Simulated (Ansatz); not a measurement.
**SnH₄O + HBr: a complex and its separated parts**

The complex below is one end of an elementary step. How strongly is it bound against its free parts?

The runs use Ansatz 0.2.0, Gaussian basis; PBE0-D4/def2-TZVP structures, single points in def2-TZVPP, no counterpoise correction.

Levels: SPW92, PBE-D4, BLYP-D4, r2SCAN-D4, B97M-V, PBE0-D4, B3LYP-D4, r2SCAN0-D4, BHLYP-D4, CAM-B3LYP-D4, wB97X-V, wB97M-V, B2PLYP, PBE-QIDH, RPA on PBE, Hartree-Fock, MP2, CCSD, CCSD(T).

Cores are frozen in the correlated methods. Filled d shells of the heavier atoms are correlated. Core potentials replace the inner electrons past krypton, and spin-orbit coupling is left out. B3LYP uses VWN-RPA correlation. B2PLYP carries no dispersion term here.

21 further runs of the same task are left out: 21 set aside as unsound or not needed.

## Step 1: The system as given

The complex: 8 atoms, charge 0, spin multiplicity 1.

Atoms are counted from 1 here; the program's logs count them from 0.

Bond lengths: Sn1–O2 2.001 Å, Sn1–H3 1.692 Å, Sn1–H4 1.703 Å, Sn1–H5 1.701 Å, O2–H8 0.961 Å, H6–Br7 1.485 Å. Angles: O2–Sn1–H3 102.1°, O2–Sn1–H4 105.3°, O2–Sn1–H5 106.9°, H3–Sn1–H4 114.2°, H3–Sn1–H5 114.6°, H4–Sn1–H5 112.3°, Sn1–O2–H8 114.9°.

Coordinates:

| atom | x (Å) | y (Å) | z (Å) |
| --- | --- | --- | --- |
| Sn1 | -0.72172 | 0.82934 | -0.45809 |
| O2 | -0.18944 | -0.62941 | 0.80385 |
| H3 | -0.79533 | 0.01083 | -1.93712 |
| H4 | -2.22833 | 1.38674 | 0.10818 |
| H5 | 0.48482 | 2.02549 | -0.37034 |
| H6 | 1.16348 | -1.35839 | 0.34635 |
| Br7 | 2.42586 | -1.89753 | -0.21944 |
| H8 | -0.13934 | -0.36707 | 1.72670 |

Its parts: SnH₄O holds atoms 1, 2, 3, 4, 5, 8; HBr holds atoms 6, 7. Each part counts its atoms afresh in its own runs.

## Step 2: Relaxing SnH₄O alone

File relax-a/in.yaml:

```yaml
crystal:
  periodic: [false, false, false]
  atoms:
    - {symbol: Sn, position_ang: [-0.721720, 0.829335, -0.458095]}
    - {symbol: O, position_ang: [-0.189441, -0.629412, 0.803854]}
    - {symbol: H, position_ang: [-0.795331, 0.010835, -1.937116]}
    - {symbol: H, position_ang: [-2.228330, 1.386737, 0.108183]}
    - {symbol: H, position_ang: [0.484820, 2.025493, -0.370342]}
    - {symbol: H, position_ang: [-0.139336, -0.367072, 1.726701]}
basis:
  gaussian: {orbitals: def2-TZVP}
hamiltonian: {xc: pbe0, dispersion: d4}
relax: {f_tol: 0.005, max_steps: 200}
```

The command line of these runs was not kept.

The runs that follow: Relaxing HBr alone; wB97M-V/def2-TZVPP; CCSD(T)/def2-TZVPP; Vibrations of SnH₄O; Vibrations of HBr.

**Question.** What will these runs give? Wanted: complex less parts, CCSD(T)/def2-TZVPP; with zero-point energy; largest T1 diagnostic.

The runs gave:

```
                              quantity         value
complex less parts, CCSD(T)/def2-TZVPP  -26.1 kJ/mol
                with zero-point energy  -19.9 kJ/mol
                 largest T1 diagnostic         0.014
```

At CCSD(T) the complex lies 26.1 kJ/mol below its parts. The functionals run from B97M-V, off by -0.5 kJ/mol, to SPW92, off by -30.9 kJ/mol, against CCSD(T). B2PLYP is as near within the digits shown. Mean unsigned error by rung: LDA 30.9, GGA 10.8, meta-GGA 4.9, hybrid 7.1, range-separated hybrid 3.7, double hybrid 2.2 kJ/mol. PBE-D4 gives a relative energy 12.8 kJ/mol too low, outside chemical accuracy (1 kcal/mol, 4.2 kJ/mol). No counterpoise was applied, and triple zeta lacks some correlation, so the CCSD(T) reference has a basis error of its own, and close matches with it are partly luck.
